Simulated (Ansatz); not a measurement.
# BGeHF (quartet): the correlation ladder at a displaced geometry (v2), cc-pVDZ

Aim: climb from Hartree-Fock through coupled cluster for BGeHF (quartet) at one geometry and basis, and see what each rung misses.

The runs use Ansatz 0.2.0, Gaussian basis; cc-pVDZ, core rule «outside noble gas», up to 16 orbitals frozen.

To be run: UHF; CCSD(T) on ROHF; CCSD(T) on UHF; BCCD(T) on ROHF; CISD as a restricted active space (open shells left free, so some higher excitations enter); CCSDT(Q) on ROHF; CCSDT(Q) on UHF.

19 further runs of the same task are left out: 7 that didn't finish, 12 set aside as unsound or not needed. Runs told in other sessions of the task aren't counted.

### Step 1. The system

The geometry is a PBE0/def2-TZVP stationary point (not a proven minimum) with its atoms shifted at random (size 0.100 Å). No spin-orbit coupling is included. The filled d shell of Ge may be among the frozen orbitals whatever the setting's name suggests.

4 atoms, charge 0, spin multiplicity 4.

Atoms are counted from 1 here; the program's logs count them from 0.

Bond lengths: F1–B2 1.320 Å, B2–Ge3 2.065 Å, Ge3–H4 1.496 Å. Angles: F1–B2–Ge3 116.6°, B2–Ge3–H4 125.2°.

### Step 2. UHF

in.yaml reads:

```yaml
crystal:
  periodic: [false, false, false]
  atoms:
    - {symbol: F, position_ang: [0.079244, -0.173186, 2.181615]}
    - {symbol: B, position_ang: [-0.085630, 0.690823, 1.197696]}
    - {symbol: Ge, position_ang: [-0.009010, -0.067944, -0.721492]}
    - {symbol: H, position_ang: [0.074099, 0.751281, -1.970686]}
basis:
  gaussian: {orbitals: cc-pVDZ}
magnetization: {spin_polarized: true, initial_magnetization: 3}
hamiltonian: {xc: hf}
output: {orbitals: {seedname: orbitals}}
```

Run with:

```bash
$ ansatz run in.yaml --threads 1 --pin off --events-out ev --progress --plain --max-ram 2393MiB
```

The runs that follow: CCSD(T) on ROHF; CCSD(T) on UHF; BCCD(T) on ROHF; CISD as a restricted active space (open shells left free, so some higher excitations enter); CCSDT(Q) on ROHF; CCSDT(Q) on UHF.

Q: Predict the results of all the runs planned. Wanted: UCCSDT(Q) from the RHF energy; RMP2 from UCCSDT(Q); UMP2 from UCCSDT(Q); RCCSD from UCCSDT(Q); RCCSD(T) from UCCSDT(Q); UCCSD(T) from UCCSDT(Q); RCCSDT(Q) from UCCSDT(Q); T1 diagnostic.

The runs gave:

| quantity | value |
| --- | --- |
| UCCSDT(Q) from the ROHF energy | -9.2791 eV |
| RMP2 from UCCSDT(Q) | +975.4 meV |
| UMP2 from UCCSDT(Q) | +960.3 meV |
| RCCSD from UCCSDT(Q) | +285.5 meV |
| RCCSD(T) from UCCSDT(Q) | +61.9 meV |
| UCCSD(T) from UCCSDT(Q) | +50.4 meV |
| RCCSDT(Q) from UCCSDT(Q) | +15.0 meV |
| levels within 1 kcal/mol (43 meV) | RCCSDT, UCCSDT, RCCSDT(Q) |
| T1 diagnostic | 0.024 |

What this shows: RCCSD(T) misses by +61.9 meV, 0.7 % of the correlation energy. These misses are within one basis, not against nature; the frozen cores of restricted and unrestricted runs differ, which can shift their rows.
